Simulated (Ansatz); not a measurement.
# C2H7BO2: one species, many methods

One table from this session's results is given with a row withheld; the runs are named, their logs left out.

The runs use Ansatz 0.2.0, Gaussian basis; functionals in def2-TZVPP, the program's frozen cores in correlated methods.

Plan: LDA (SPW92), PBE-D4, revPBE-D4, BLYP-D4, r2SCAN-D4, B97M-V, PBE0-D4, B3LYP-D4, r2SCANh-D4, r2SCAN0-D4, HSE06-D4, BHLYP-D4, CAM-B3LYP-D4, LC-ωPBE, ωB97X-V, ωB97M-V, B2PLYP, PBE-QIDH; CCSD(T)/def2-SVP; CCSD(T)/def2-TZVPP; MP2/def2-QZVPP; extrapolation to the limit; RPA on PBE.

**The relaxed structure**

An earlier PBE0-D4 in a triple-zeta def2 set relaxation fixed the geometry.

12 atoms, charge 0, spin multiplicity 1.

Atoms are counted from 1 here; the program's logs count them from 0.

Bond lengths: B1–C2 1.546 Å, B1–H6 1.193 Å, B1–H7 1.199 Å, C2–O3 1.579 Å, C2–O4 1.338 Å, C2–H8 1.094 Å, O3–H9 0.963 Å, O4–C5 1.416 Å, C5–H10 1.089 Å, C5–H11 1.094 Å, C5–H12 1.096 Å. Angles: C2–B1–H6 118.9°, C2–B1–H7 118.2°, H6–B1–H7 121.0°, B1–C2–O3 63.8°, B1–C2–O4 122.6°, B1–C2–H8 122.8°, O3–C2–O4 110.5°, O3–C2–H8 105.9°, O4–C2–H8 113.8°, C2–O3–H9 109.0°, C2–O4–C5 115.3°, O4–C5–H10 107.1°, O4–C5–H11 110.7°, O4–C5–H12 110.8°, H10–C5–H11 109.4°, H10–C5–H12 109.4°, H11–C5–H12 109.5°.

Set-up of the first run:

in.yaml

```yaml
crystal:
  periodic: [false, false, false]
  atoms:
    - {symbol: B, position_ang: [-1.466374, 0.749891, 0.899751]}
    - {symbol: C, position_ang: [-0.492828, 0.214916, -0.175938]}
    - {symbol: O, position_ang: [-0.559891, -0.604016, 1.172867]}
    - {symbol: O, position_ang: [0.732237, 0.721069, -0.355507]}
    - {symbol: C, position_ang: [1.684732, -0.177488, -0.894452]}
    - {symbol: H, position_ang: [-1.102282, 1.628633, 1.619817]}
    - {symbol: H, position_ang: [-2.628738, 0.474533, 0.799382]}
    - {symbol: H, position_ang: [-0.803445, -0.478992, -0.963138]}
    - {symbol: H, position_ang: [-1.103981, -1.387525, 1.037331]}
    - {symbol: H, position_ang: [2.576773, 0.402127, -1.125769]}
    - {symbol: H, position_ang: [1.935359, -0.956004, -0.168216]}
    - {symbol: H, position_ang: [1.305337, -0.642445, -1.811929]}
basis:
  gaussian: {orbitals: def2-TZVPP}
hamiltonian: {xc: lda}
output: {orbitals: {seedname: orbitals}}
```

Steps of the session up to this table: LDA; PBE-D4 (GGA); revPBE-D4 (GGA); BLYP-D4 (GGA); r2SCAN-D4 (meta-GGA); B97M-V (meta-GGA); PBE0-D4 (hybrid); B3LYP-D4 (hybrid); r2SCANh-D4 (hybrid); r2SCAN0-D4 (hybrid); HSE06-D4 (hybrid); BHLYP-D4 (hybrid); CAM-B3LYP-D4 (range-separated); LC-ωPBE (range-separated); ωB97X-V (range-separated); ωB97M-V (range-separated); B2PLYP (double hybrid); PBE-QIDH (double hybrid).

One table of the session follows, with a row left open; its other results are not shown here.

It belongs to the step «Orbital energies across the functionals». 

| functional | HOMO (eV) | gap (eV) |
| --- | --- | --- |
| LDA (SPW92) | -6.84 | 5.96 |
| PBE-D4 | -6.71 | 6.01 |
| revPBE-D4 | -6.65 | 6.04 |
| BLYP-D4 | -6.62 | 5.92 |
| r2SCAN-D4 | -6.98 | 6.89 |
| B97M-V | -7.10 | 6.67 |
| PBE0-D4 | -8.11 | 8.35 |
| B3LYP-D4 | -7.91 | 7.80 |
| r2SCANh-D4 | ? | ? |
| r2SCAN0-D4 | -8.29 | 8.95 |
| HSE06-D4 | -7.70 | 7.57 |
| BHLYP-D4 | -9.47 | 10.43 |
| CAM-B3LYP-D4 | -9.56 | 10.62 |
| LC-ωPBE | -10.89 | 13.28 |
| ωB97X-V | -10.55 | 12.75 |
| ωB97M-V | -10.45 | 12.21 |

**Question.** Estimate the row for r2SCANh-D4.

Worked estimate for «HOMO (eV)». Against the share of exact exchange, r2SCAN-D4 (0, -6.98), r2SCAN0-D4 (0.25, -8.29) give a slope of -5.24 per unit share; at 0.1 the line stands at -7.50.

The run gave: HOMO (eV): -7.50; gap (eV): 7.72. In «HOMO (eV)» the line misses by 0.00.
